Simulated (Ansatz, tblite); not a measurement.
**Sn26H30 bond sphere (Sn₂₆H₃₀): one state, many levels**

An exercise on one series of results from a longer session: the logs are not shown, and one member is left open.

The runs use Ansatz 0.2.0, Gaussian basis; as each input shows.

The runs, in order: GFN1-xTB, GFN2-xTB, PBE-D4/def2-SVP, r2SCAN-D4/def2-SVP, LDA/def2-SVP, PBE0-D4/def2-TZVP, PBE-D4/def2-TZVP, MP2/def2-SVP.

1 further run of the same task is left out (set aside as unsound or not needed). Runs told in other sessions of the task aren't counted.

## The geometry

The singlet was relaxed beforehand with PBE-D4/def2-SVP.

56 atoms, charge 0, spin multiplicity 1.

Bond lengths: Sn1–Sn14 2.825 Å, Sn1–Sn15 2.828 Å, Sn1–Sn17 2.830 Å, Sn1–H27 1.747 Å, Sn2–Sn14 2.822 Å, Sn2–Sn16 2.821 Å, Sn2–Sn18 2.826 Å, Sn2–H28 1.746 Å, Sn3–Sn14 2.822 Å, Sn3–Sn19 2.822 Å, Sn3–H29 1.738 Å, Sn3–H30 1.739 Å, Sn4–Sn17 2.830 Å, Sn4–Sn19 2.826 Å, Sn4–Sn20 2.825 Å, Sn4–H31 1.746 Å, Sn5–Sn18 2.825 Å, Sn5–Sn19 2.822 Å and more. Angles: Sn14–Sn1–Sn15 110.8°, Sn14–Sn1–Sn17 109.4°, Sn14–Sn1–H27 109.1°, Sn15–Sn1–Sn17 110.2°, Sn15–Sn1–H27 108.8°, Sn17–Sn1–H27 108.4°, Sn14–Sn2–Sn16 110.9°, Sn14–Sn2–Sn18 108.9°, Sn14–Sn2–H28 108.6°, Sn16–Sn2–Sn18 109.6°, Sn16–Sn2–H28 109.9°, Sn18–Sn2–H28 108.9°, Sn14–Sn3–Sn19 109.0°, Sn14–Sn3–H29 110.4°, Sn14–Sn3–H30 110.1°, Sn19–Sn3–H29 109.7°, Sn19–Sn3–H30 110.5°, H29–Sn3–H30 107.1° and more.

Sn takes a core potential in the def2 sets. No spin-orbit coupling is included.

PBE0-D4/def2-SVP was run before; its log isn't repeated, and its numbers join the tables.

Set-up of the first run:

Tight binding, by tblite at 300 K electronic temperature and without a spin-polarisation term:

```python
tblite.interface.Calculator('GFN1-xTB', numbers, positions, charge=0, uhf=0).singlepoint()
```

Tight binding, by tblite at 300 K electronic temperature and without a spin-polarisation term:

```python
tblite.interface.Calculator('GFN2-xTB', numbers, positions, charge=0, uhf=0).singlepoint()
```

start.molden holds the orbitals of an earlier run on this state, given as this run's starting guess.

in.yaml reads:

```yaml
crystal:
  periodic: [false, false, false]
  atoms:
    - {symbol: Sn, position_ang: [-2.410701, -2.448950, -0.845557]}
    - {symbol: Sn, position_ang: [-2.465403, 0.784052, -4.076482]}
    - {symbol: Sn, position_ang: [-5.731859, 0.814612, -0.814943]}
    - {symbol: Sn, position_ang: [-2.443698, 0.852890, 2.420646]}
    - {symbol: Sn, position_ang: [-2.434510, 4.098450, -0.808767]}
    - {symbol: Sn, position_ang: [0.815946, -2.428146, -4.109481]}
    - {symbol: Sn, position_ang: [0.807105, -5.734404, -0.816540]}
    - {symbol: Sn, position_ang: [0.841018, -2.412605, 2.461401]}
    - {symbol: Sn, position_ang: [4.067134, -2.481382, -0.776815]}
    - {symbol: Sn, position_ang: [0.822339, 0.818416, -0.820025]}
    - {symbol: Sn, position_ang: [0.798939, 4.086467, 2.451567]}
    - {symbol: Sn, position_ang: [4.108903, 0.807971, 2.427907]}
    - {symbol: Sn, position_ang: [0.823920, 0.828547, 5.730070]}
    - {symbol: Sn, position_ang: [-4.094798, -0.823582, -2.426740]}
    - {symbol: Sn, position_ang: [-0.776439, -4.085666, -2.472116]}
    - {symbol: Sn, position_ang: [-0.829048, -0.807785, -5.733472]}
    - {symbol: Sn, position_ang: [-0.810066, -0.809318, 0.815209]}
    - {symbol: Sn, position_ang: [-0.847239, 2.427585, -2.442936]}
    - {symbol: Sn, position_ang: [-4.092051, 2.462421, 0.784485]}
    - {symbol: Sn, position_ang: [-0.808077, 2.442239, 4.088192]}
    - {symbol: Sn, position_ang: [-0.813410, 5.733330, 0.823623]}
    - {symbol: Sn, position_ang: [2.446744, -0.853154, -2.424450]}
    - {symbol: Sn, position_ang: [2.412522, -4.103080, 0.834672]}
    - {symbol: Sn, position_ang: [2.469918, -0.775199, 4.091813]}
    - {symbol: Sn, position_ang: [5.728426, -0.837835, 0.803247]}
    - {symbol: Sn, position_ang: [2.439058, 2.443228, 0.839700]}
    - {symbol: H, position_ang: [-3.393866, -3.471854, 0.173206]}
    - {symbol: H, position_ang: [-3.493575, 1.798301, -5.056819]}
    - {symbol: H, position_ang: [-6.749902, -0.160739, 0.201482]}
    - {symbol: H, position_ang: [-6.778936, 1.779900, -1.812592]}
    - {symbol: H, position_ang: [-3.453132, -0.167235, 3.415813]}
    - {symbol: H, position_ang: [-3.438927, 5.101125, -1.824875]}
    - {symbol: H, position_ang: [1.828748, -3.428808, -5.119273]}
    - {symbol: H, position_ang: [-0.229600, -6.744871, 0.145677]}
    - {symbol: H, position_ang: [1.812971, -6.788889, -1.765461]}
    - {symbol: H, position_ang: [-0.187510, -3.385840, 3.483845]}
    - {symbol: H, position_ang: [5.044410, -3.513447, -1.790139]}
    - {symbol: H, position_ang: [1.812197, 5.076457, 3.471375]}
    - {symbol: H, position_ang: [5.126346, 1.818092, 3.423672]}
    - {symbol: H, position_ang: [-0.160608, -0.191295, 6.736176]}
    - {symbol: H, position_ang: [1.783908, 1.820043, 6.787775]}
    - {symbol: H, position_ang: [-5.092986, -1.838073, -3.437276]}
    - {symbol: H, position_ang: [-1.799416, -5.073579, -3.484682]}
    - {symbol: H, position_ang: [-1.800827, -1.795514, -6.783691]}
    - {symbol: H, position_ang: [0.149141, 0.209703, -6.747979]}
    - {symbol: H, position_ang: [0.167121, 3.418523, -3.462502]}
    - {symbol: H, position_ang: [-5.084558, 3.477548, 1.799833]}
    - {symbol: H, position_ang: [-1.819748, 3.459462, 5.082792]}
    - {symbol: H, position_ang: [-1.801035, 6.772193, 1.807751]}
    - {symbol: H, position_ang: [0.186248, 6.761743, -0.158178]}
    - {symbol: H, position_ang: [3.483672, 0.158464, -3.399839]}
    - {symbol: H, position_ang: [3.427267, -5.102186, 1.844200]}
    - {symbol: H, position_ang: [3.484743, -1.790189, 5.085109]}
    - {symbol: H, position_ang: [6.793807, -1.799268, 1.784570]}
    - {symbol: H, position_ang: [6.728547, 0.143725, -0.225251]}
    - {symbol: H, position_ang: [3.430850, 3.457403, -0.178923]}
basis:
  gaussian: {orbitals: def2-SVP, fitting: {mean_field: def2-universal-jkfit}, initial_orbitals: start.molden}
hamiltonian: {xc: pbe, dispersion: d4}
scf: {omitted_lower_state_checks: [starts]}
output: {forces: true, orbitals: {seedname: orbitals}}
```

Launch:

```console
$ ansatz run in.yaml --threads 11 --pin off --events-out ev --progress --plain --max-ram 174080MiB --backend cuda --devices 0, --max-vram 75GiB
```

Steps of the session up to this table: PBE-D4/def2-SVP; r2SCAN-D4/def2-SVP; LDA/def2-SVP; PBE0-D4/def2-TZVP; PBE-D4/def2-TZVP; MP2/def2-SVP.

One table of the session follows, with a row left open; its other results are not shown here.

It belongs to the step «Binding energy». 

| level | binding an atom (eV) |
| --- | --- |
| HF/def2-SVP | ? |
| LDA/def2-SVP | 2.922 |
| PBE-D4/def2-SVP | 2.520 |
| PBE-D4/def2-TZVP | 2.529 |
| r2SCAN-D4/def2-SVP | 2.508 |
| PBE0-D4/def2-SVP | 2.514 |
| PBE0-D4/def2-TZVP | 2.528 |
| MP2/def2-SVP | 2.331 |

Q: Estimate the row for HF/def2-SVP from the others.

**Answer.** binding an atom (eV): 1.633. In the column «binding an atom (eV)» it is the lowest.

Limits of these values: Free atoms were run apart at each level; binding is atoms less cluster, divided by the number of atoms, without zero-point or spin-orbit terms.
